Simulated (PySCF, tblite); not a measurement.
# C5H9BOSi: geometry, infrared bands and NMR shifts

Wanted: the infrared bands and NMR shifts of C5H9BOSi (`C#CBOC/C=C\[SiH3]`), by calculation.

Computed with tblite 0.8.0 and PySCF 2.14.0, with density-fitted response routines of our own, on a single molecule in the gas phase. Atoms are numbered from 0 throughout.

**1. Starting geometry**

17 atoms, charge 0, multiplicity 1; geometry from: force field or distance geometry start.

Bonds of the start (Å): C0–C1 1.22, C1–B2 1.51, B2–O3 1.46, O3–C4 1.38, C4–C5 1.49, C5–C6 1.31, C6–Si7 1.84, C0–H8 1.07, B2–H9 1.18, C4–H10 1.12, C4–H11 1.13, C5–H12 1.10, C6–H13 1.10, Si7–H14 1.50, Si7–H15 1.46, Si7–H16 1.46.

**2. Geometry optimisation with GFN2-xTB**

The job: settings as JSON, then the geometry in Å.

```
{"job": {"kind": "relax", "xc": "GFN2-xTB", "basis": "xTB"}, "charge": 0, "multiplicity": 1}
C      3.535200     1.564100     0.856000
C      2.600900     1.265800     0.132100
B      1.446800     0.845800    -0.751600
O      0.183800     0.291200    -0.273400
C      0.333800    -1.034100     0.072900
C     -0.897200    -1.698600     0.574500
C     -2.044500    -1.080700     0.705600
Si    -2.182400     0.698700     0.251600
H      4.357900     1.837300     1.476500
H      1.541700     0.961400    -1.922200
H      1.093100    -1.093000     0.896300
H      0.738300    -1.683500    -0.757000
H     -0.819700    -2.759600     0.865600
H     -2.898900    -1.660200     1.095400
H     -3.644400     1.003800     0.369600
H     -1.870300     0.947300    -1.156400
H     -1.480900     1.606100     1.152500
```

Launch:

```console
$ OMP_NUM_THREADS=1 python probes_run.py task.json out
```

The driver reads the jobs from task.json and runs them one after another.

**Question.** This job is followed by: GFN2-xTB harmonic vibrations, gas phase; GIAO PBE0/pcSseg-1 NMR shielding, non-relativistic, gas phase. Predict these results of the whole session: strongest single infrared mode (GFN2-xTB); zero-point energy (GFN2-xTB); 13C shifts against TMS (PBE0/pcSseg-1); 1H shifts against TMS (PBE0/pcSseg-1, means over atoms taken as alike); 11B shifts against BF3·OEt2 (PBE0/pcSseg-1); 17O shifts against H2O (PBE0/pcSseg-1); 29Si shifts against TMS (PBE0/pcSseg-1); surface potential, 1st and 99th percentile.

As calculated:

| quantity | value |
| --- | --- |
| strongest single infrared mode (GFN2-xTB) | 2140 cm⁻¹, 482 km/mol |
| zero-point energy (GFN2-xTB) | 75.0 kcal/mol |
| 13C shifts against TMS (PBE0/pcSseg-1) | 151.1, 128.7, 110.0, 91.3, 75.1 ppm |
| 1H shifts against TMS (PBE0/pcSseg-1, means over atoms taken as alike) | 6.76, 6.29, 5.31, 4.87, 4.36, 2.85 ppm |
| 11B shifts against BF3·OEt2 (PBE0/pcSseg-1) | 33.0 ppm |
| 17O shifts against H2O (PBE0/pcSseg-1) | 205.6 ppm |
| 29Si shifts against TMS (PBE0/pcSseg-1) | -89.1 ppm |
| surface potential, 1st and 99th percentile | -0.58 V and 1.65 V |

In words: Over 139 steps the energy fell by 1.129 eV; of the close pairs, B2–O3 changed most, 1.460 to 1.328 Å. No mode is imaginary among the 45: a minimum at this level. The strongest single mode, at 2140 cm⁻¹, moves mainly H14. Unscaled tight-binding wavenumbers are off by several per cent, some by more. Its intensities can rank the bands wrongly. At PBE0/pcSseg-1: Shielding is most anisotropic at O3 (span 428 ppm, paramagnetic term -271 ppm). By nearest atom (PBE0/pcSseg-1), the HOMO sits on C5, C6 about 33 % each; H11, H16 about 6 % each and the LUMO on B2 36 %; C0 23 %.
